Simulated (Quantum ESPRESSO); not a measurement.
PPt in Quantum ESPRESSO: the effect of Hubbard term

The system is PPt.

```
Pt P
1.0
     3.74303    0.00000    0.00000
    -1.87151    3.24156    0.00000
     0.00000    0.00000    6.35374
Pt P
2 2
Direct
  0.33333 0.66667 0.37190
  0.66667 0.33333 0.87190
  0.33333 0.66667 0.00310
  0.66667 0.33333 0.50310
```

The cell comes from a database or a generator and needn't be the stable form of this composition.

Alike in all runs:

```yaml
Program: Quantum ESPRESSO 7.5
Task: single point
Functional: PBE
Potentials_or_basis: SSSP 1.3 efficiency PBE
Cutoff: 748 eV
Density_cutoff: 5987 eV
k_mesh: 8 × 8 × 4
Occupations: fermi-dirac, width 0.05 eV
Spin: no spin polarisation
Hubbard_projectors: ortho-atomic
Mixing_beta: 0.3
Most_SCF_iterations: 120
SCF_threshold: 8e-10 Ry
```

| Hubbard term | pressure (GPa) |
| --- | --- |
| none | 0.0 |
| Pt d U = 1 eV | 0.2 |
| Pt d U = 2 eV | 0.5 |
| Pt d U = 3 eV | 0.7 |
| Pt d U = 4 eV | 1.1 |
| Pt d U = 5 eV | 1.4 |
| Pt d U = 6 eV | 1.8 |
| Pt d U = 8 eV | ? |

What does the run with Hubbard term Pt d U = 8 eV give?

Pressure 2.8 GPa.

Worked out: A parabola through the other rows of the pressure, of slope 0.467 GPa per eV there, extrapolates to 2.7 GPa, against the run's 2.8.

Caveats: U without spin polarisation on a metal has little footing (some runs); the U is typed as a test and isn't derived for this compound (some runs).
